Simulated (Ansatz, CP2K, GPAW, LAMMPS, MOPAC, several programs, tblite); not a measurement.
**KNaF2 from cheap methods to r2SCAN**

How much accuracy does each second buy? KNaF2 is computed with 11 methods, from the cheapest up to r2SCAN.

Program: LAMMPS, MOPAC, tblite, CP2K, GPAW, Ansatz (versions at each run). Level of theory: no spin polarisation, static lattice; gaps from single points on the cell relaxed beforehand with r²SCAN. These are calculated values, not measurements.

1 further run of the same task is left out (set aside as unsound or not needed).

### 1 The system as given

Symmetry: R-3m, No. 166, trigonal system. The conventional cell has a = 3.478 Å, b = 3.478 Å, c = 17.447 Å, α = 90.00°, β = 90.00°, γ = 120.00°. Around Na (site symmetry -3m) lie 6 F at 2.37 Å. K (site symmetry -3m) has 6 F at 2.60 Å as nearest neighbours. F (site symmetry 3m) is surrounded by 3 Na at 2.37 Å and 3 K at 2.60 Å.

Coordinates:

```cif
data_structure
_symmetry_space_group_name_H-M 'P 1'
_symmetry_Int_Tables_number 1
_cell_length_a 6.1525
_cell_length_b 6.1525
_cell_length_c 6.1525
_cell_angle_alpha 32.840
_cell_angle_beta 32.840
_cell_angle_gamma 32.840
_cell_volume 60.93
loop_
_atom_site_label
_atom_site_type_symbol
_atom_site_fract_x
_atom_site_fract_y
_atom_site_fract_z
_atom_site_occupancy
Na1 Na 0.00000 0.00000 0.00000 1
K1 K 0.50000 0.50000 0.50000 1
F1 F 0.26110 0.26110 0.26110 1
F2 F 0.73890 0.73890 0.73890 1
```

The structure type (ordered alloy on rocksalt lattice) is imposed and need not be the compound's stable one.

**Question.** The methods are ffield.eim, PM6, PM7, GFN1-xTB (tblite), PBE/DZVP, PBE/single-zeta, PBE/SZV, coarse PBE, GLLB-SC, PBE, r2SCAN. What gap does r2SCAN give on this cell, and which other methods (full PBE left aside) come nearest to r2SCAN and farthest in gap, volume and bulk modulus?

| quantity | value |
| --- | --- |
| r2SCAN | gap 6.98 eV, 15.23 Å³/atom, B₀ 44 GPa |
| gap: nearest and farthest of the other methods | PBE/DZVP (-0.66 eV), PM7 (+7.05 eV) |
| volume: nearest and farthest of the other methods | ffield.eim (+2.1 %), PBE/SZV (+11.1 %) |
| bulk modulus: nearest and farthest of the other methods | PBE/SZV (+4 %), ffield.eim (+279 %) |

**Reading.** Among the 7 methods compared for the gap (full PBE left aside), PBE/DZVP is nearest to r2SCAN and PM7 farthest. For the volume, of the 3 methods compared (full PBE left aside), ffield.eim comes nearest to r2SCAN and PBE/SZV is farthest. For the bulk modulus, of the 3 methods compared (full PBE left aside), PBE/SZV comes nearest to r2SCAN and ffield.eim is farthest. A minimal basis or a coarse cutoff and mesh shifts results by its own error, so closeness to r2SCAN can be chance. Cluster runs see only the k-points that fold onto the zone centre, so their gaps can miss the band edges. GLLB-SC is compared with its derivative discontinuity added. GFN1-xTB (tblite) ended in an unphysical state and is left out of the comparison. No volume is given for PM6, PM7, PBE/single-zeta, coarse PBE, which can hide a larger miss. CPU times run from 0.18 s (ffield.eim) to 2.9 min (PBE/single-zeta). On this cell PBE/DZVP, PBE/single-zeta, PBE/SZV, GLLB-SC cost more than r2SCAN itself (16 s), so they are no saving here. r2SCAN is a yardstick, not the truth: it usually gives gaps below the measured ones.
